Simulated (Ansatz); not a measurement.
**AlFGeH₄: up Jacob's ladder to CCSD(T)**

The task here is to estimate one member of a computed series from the others.

Program: Ansatz 0.2.0, Gaussian basis. Level of theory: functionals in def2-TZVPP, the program's frozen cores in correlated methods. These are calculated values, not measurements.

The runs, in order: LDA (SPW92), PBE-D4, revPBE-D4, BLYP-D4, r2SCAN-D4, B97M-V, PBE0-D4, B3LYP-D4, r2SCANh-D4, r2SCAN0-D4, HSE06-D4, BHLYP-D4, CAM-B3LYP-D4, LC-ωPBE, ωB97X-V, ωB97M-V, B2PLYP, PBE-QIDH; CCSD(T)/def2-SVP; CCSD(T)/def2-TZVPP; CCSD(T)/def2-QZVPP; extrapolation to the limit; RPA on PBE.

## The relaxed structure

The geometry comes from an earlier relaxation with PBE0-D4 in a triple-zeta def2 set; it is a stationary point, not always the lowest conformer.

SMILES `[F][AlH][GeH3]`, 7 atoms, charge 0, spin multiplicity 1.

Atoms are counted from 1 here; the program's logs count them from 0.

Bond lengths: F1–Al2 1.652 Å, Al2–Ge3 2.469 Å, Al2–H4 1.581 Å, Ge3–H5 1.542 Å, Ge3–H6 1.538 Å, Ge3–H7 1.540 Å. Angles: F1–Al2–Ge3 116.8°, F1–Al2–H4 116.2°, Ge3–Al2–H4 126.9°, Al2–Ge3–H5 110.5°, Al2–Ge3–H6 112.6°, Al2–Ge3–H7 111.5°, H5–Ge3–H6 107.3°, H5–Ge3–H7 106.7°, H6–Ge3–H7 107.9°.

The first run:

Contents of in.yaml:

```yaml
crystal:
  periodic: [false, false, false]
  atoms:
    - {symbol: F, position_ang: [-2.002038, -1.487760, 0.716483]}
    - {symbol: Al, position_ang: [-0.491467, -1.327136, 0.066551]}
    - {symbol: Ge, position_ang: [0.428226, 0.960289, -0.065095]}
    - {symbol: H, position_ang: [0.203956, -2.659855, -0.422582]}
    - {symbol: H, position_ang: [0.095684, 1.599173, -1.428005]}
    - {symbol: H, position_ang: [-0.136399, 1.886993, 1.024774]}
    - {symbol: H, position_ang: [1.963338, 0.960195, 0.062272]}
basis:
  gaussian: {orbitals: def2-TZVPP}
hamiltonian: {xc: lda}
output: {orbitals: {seedname: orbitals}}
```

Command:

```bash
ansatz run in.yaml --threads 2 --pin off --events-out ev --progress --plain --max-ram 22528MiB --backend cpu
```

Steps of the session up to this table: LDA; PBE-D4 (GGA); revPBE-D4 (GGA); BLYP-D4 (GGA); r2SCAN-D4 (meta-GGA); B97M-V (meta-GGA); B3LYP-D4 (hybrid); r2SCANh-D4 (hybrid); r2SCAN0-D4 (hybrid); HSE06-D4 (hybrid); BHLYP-D4 (hybrid); CAM-B3LYP-D4 (range-separated); LC-ωPBE (range-separated); ωB97X-V (range-separated); ωB97M-V (range-separated); B2PLYP (double hybrid); PBE-QIDH (double hybrid).

One table of the session follows, with a row left open; its other results are not shown here.

It belongs to the step «Orbital energies across the functionals». 

```
  functional  HOMO (eV)  LUMO (eV)  gap (eV)
 LDA (SPW92)      -6.83      -2.68      4.15
      PBE-D4      -6.74      -2.48      4.27
   revPBE-D4      -6.70      -2.38      4.32
     BLYP-D4      -6.62      -2.36      4.26
   r2SCAN-D4          ?          ?         ?
      B97M-V      -7.10      -2.42      4.68
     PBE0-D4      -7.86      -1.74      6.12
    B3LYP-D4      -7.67      -1.94      5.73
  r2SCANh-D4      -7.42      -1.97      5.45
  r2SCAN0-D4      -8.03      -1.60      6.44
    HSE06-D4      -7.47      -2.10      5.36
    BHLYP-D4      -8.87      -0.98      7.90
CAM-B3LYP-D4      -9.13      -0.78      8.34
     LC-ωPBE     -10.42       0.30     10.72
     ωB97X-V     -10.10       0.18     10.28
     ωB97M-V      -9.87      -0.08      9.79
```

**Question.** Estimate the row for r2SCAN-D4.

Worked estimate for «HOMO (eV)». Against the share of exact exchange, r2SCANh-D4 (0.1, -7.42), r2SCAN0-D4 (0.25, -8.03) give a slope of -4.07 per unit share; at 0 the line stands at -7.01.

**Answer.** HOMO (eV): -7.02; LUMO (eV): -2.23; gap (eV): 4.79. In «HOMO (eV)» the line misses by +0.01.
